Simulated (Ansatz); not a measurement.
# In (bcc type): the cost of one run

Program: Ansatz 0.2.0. Level of theory: DFT, LDA, PAW with Ansatz's default frozen-core files, scalar-relativistic. These are calculated values, not measurements.

### 1 Starting point

The structure is cubic, space group Im-3m (No. 229). The conventional cell has a = 3.665 Å, b = 3.665 Å, c = 3.665 Å, α = 90.00°, β = 90.00°, γ = 90.00°. In (site symmetry m-3m) has 8 In at 3.17 Å in its first shell of neighbours.

Structure file:

```
In
1.0
    -1.83249    1.83249    1.83249
     1.83249   -1.83249    1.83249
     1.83249    1.83249   -1.83249
In
1
Direct
  0.00000 0.00000 0.00000
```

### 2 Cell relaxed at zero pressure, PAW

The input, input.yaml:

```yaml
crystal:
  lattice:
    - [-1.8324862937, 1.8324862937, 1.8324862937]
    - [1.8324862937, -1.8324862937, 1.8324862937]
    - [1.8324862937, 1.8324862937, -1.8324862937]
  atoms:
    - { symbol: In, position: [0.0, 0.0, 0.0] }
kpoints:
  mp_grid: { grid: [17, 17, 17] }
scf:
  occupations: { method: fermi_dirac, width: 0.1 }
hamiltonian:
  xc: lda
  pseudopotentials: { kind: paw }
output:
  forces: true
  stress: true
relax:
  f_tol: 0.005
  max_steps: 40
  cell: {}
```

On the command line:

```console
ansatz run input.yaml --threads 1 --pin off --max-ram 3584MiB --backend cpu --events-out ev --progress --plain --runs-dir out
```

Q: Estimate wall time and peak memory on 1 thread of Arm Neoverse V1, shared host.

About 7.5 s, with a peak of 0.32 GiB.
